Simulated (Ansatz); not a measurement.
# TiRh: the cost of one run

Method: DFT PBEsol, scalar-relativistic, plane waves, PAW, in Ansatz 0.2.0.

### Step 1. Starting point

The structure is tetragonal, space group P4/mmm (No. 123). The conventional cell has a = 2.988 Å, b = 2.988 Å, c = 3.350 Å, α = 90.00°, β = 90.00°, γ = 90.00°. Ti (site symmetry 4/mmm) is surrounded by 8 Rh at 2.70 Å and 4 Ti at 2.99 Å. Rh (site symmetry 4/mmm) is surrounded by 8 Ti at 2.70 Å and 4 Rh at 2.99 Å.

Coordinates:

```
Ti Rh
1.0
     2.98800    0.00000    0.00000
     0.00000    2.98800    0.00000
     0.00000    0.00000    3.35000
Ti Rh
1 1
Direct
  0.50000 0.50000 0.50000
  0.00000 0.00000 0.00000
```

No relaxation comes first: the listed cell is the starting point.

### Step 2. Zero of energy

The reference gives a free energy of -8814.1243 eV, pressure -6.69 GPa, largest force 0.000 eV/Å and gap on the mesh none (metal). It was computed beforehand with the settings of the runs below.

### Step 3. Setting up a tetragonal deformation path

At fixed volume and fractional coordinates, lengths along (0.000, 0.000, 1.000) are scaled against those across it; ρ is that ratio over its starting value.

### Step 4. Point ρ = 0.850

The input, input.yaml:

```yaml
crystal:
  lattice:
    - [3.1543335696, 0.0, 0.0]
    - [0.0, 3.1543335696, 0.0]
    - [0.0, 0.0, 3.0060123292]
  atoms:
    - { symbol: Ti, position: [0.5, 0.5, 0.5] }
    - { symbol: Rh, position: [0.0, 0.0, 0.0] }
basis:
  ecutwfc: 420
kpoints:
  mp_grid: { grid: [18, 18, 16] }
hamiltonian:
  xc: pbesol
scf:
  occupations: { method: gaussian, width: 0.15 }
output:
  forces: true
  stress: true
  eigenvalues: true
```

On the command line:

```console
ansatz run input.yaml --threads 1 --pin off --max-ram 2560MiB --backend cpu --events-out ev --progress --plain --runs-dir out
```

**Question.** How long does this run take on 1 thread of Arm Neoverse V1, shared host, and how much memory does it need?

About 15 s, with a peak of 0.5 GiB.
